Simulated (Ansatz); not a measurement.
# GdRh2: the cost of one run

All numbers are computed with Ansatz 0.2.0 through its Python package. Level of theory: DFT PBEsol+D3(BJ), plane waves, PAW.

## 1. Starting point

It takes space group Fd-3m (No. 227, cubic). Conventional cell: a = 7.531 Å, b = 7.531 Å, c = 7.531 Å, α = 90.00°, β = 90.00°, γ = 90.00°. Gd (site symmetry -43m) is surrounded by 12 Rh at 3.12 Å and 4 Gd at 3.26 Å. Around Rh (site symmetry -3m) lie 6 Rh at 2.66 Å.

The script holds or builds the structure itself.

## 2. The code

The input, run_ecut.py:

```python
"""Cutoff test for GdRh2."""

import csv

import ansatz

config = {
    "kmesh": (5, 5, 5),
    "functional": "pbesol",
    "vdw": "D3(BJ)",
    "smearing_width": 0.1,
}


def main() -> None:
    xtal = (
        ansatz.Lattice.from_parameters(5.325461, 5.325461, 5.325461, alpha=60.0, beta=60.0, gamma=60.0)
        .atom("Gd", (0.75, 0.75, 0.75))
        .atom("Gd", (0.5, 0.5, 0.5))
        .atom("Rh", (0.125, 0.125, 0.625))
        .atom("Rh", (0.125, 0.625, 0.125))
        .atom("Rh", (0.125, 0.125, 0.125))
        .atom("Rh", (0.625, 0.125, 0.125))
        .moments(Gd=7)
    )

    calc = (
        xtal.calculation()
        .kpoints(*config["kmesh"])
        .spin(ansatz.SpinTreatment.COLLINEAR)
        .functional(config["functional"], dispersion=config["vdw"])
        .occupations(ansatz.OccupationsMethod.FERMI_DIRAC, width=config["smearing_width"])
    )

    rows = []
    for value in [250, 350, 450, 550, 650]:
        r = calc.basis(value).run().report
        rows.append((value, r["free_energy_ev"] / len(r["lattice"]["sites"]), r["n_iterations"], r["magnetization_mub"], r["n_pw"]))

    with open("ecut.csv", "w", newline="") as handle:
        writer = csv.writer(handle)
        writer.writerow(["cutoff (eV)", "F/atom (eV)", "iterations", "moment (muB)", "plane waves"])
        writer.writerows([round(v, 5) if isinstance(v, float) else v for v in row] for row in rows)

    # the last row is the reference
    for row in rows[:-1]:
        shift = 1000 * (row[1] - rows[-1][1])
        print(f"{row[0]}: {shift:+.2f} meV/atom" + ("  (within 1 meV)" if abs(shift) < 1 else ""))


if __name__ == "__main__":
    main()
```

## 3. What the engine is handed

The package turns the script's settings into the engine's input (first run):

```yaml
crystal:
  lattice:
    a: 5.325461
    b: 5.325461
    c: 5.325461
    alpha: 60.0
    beta: 60.0
    gamma: 60.0
  atoms:
    - { symbol: Gd, position: [0.75, 0.75, 0.75] }
    - { symbol: Gd, position: [0.5, 0.5, 0.5] }
    - { symbol: Rh, position: [0.125, 0.125, 0.625] }
    - { symbol: Rh, position: [0.125, 0.625, 0.125] }
    - { symbol: Rh, position: [0.125, 0.125, 0.125] }
    - { symbol: Rh, position: [0.625, 0.125, 0.125] }
basis:
  ecutwfc: 250.0
kpoints:
  mp_grid:
    grid: [5, 5, 5]
hamiltonian:
  xc: pbesol
  dispersion: d3bj
magnetization:
  spin_polarized: true
  per_species:
    Gd: 7.0
scf:
  occupations:
    method: fermi_dirac
    width: 0.1
```

## 4. Running it

Launch:

```bash
python run_ecut.py
```

**Question.** How long does this script take on 1 thread of Arm Neoverse V1, shared host, and how much memory does it need?

About 1.7 min, with a peak of 0.72 GiB.
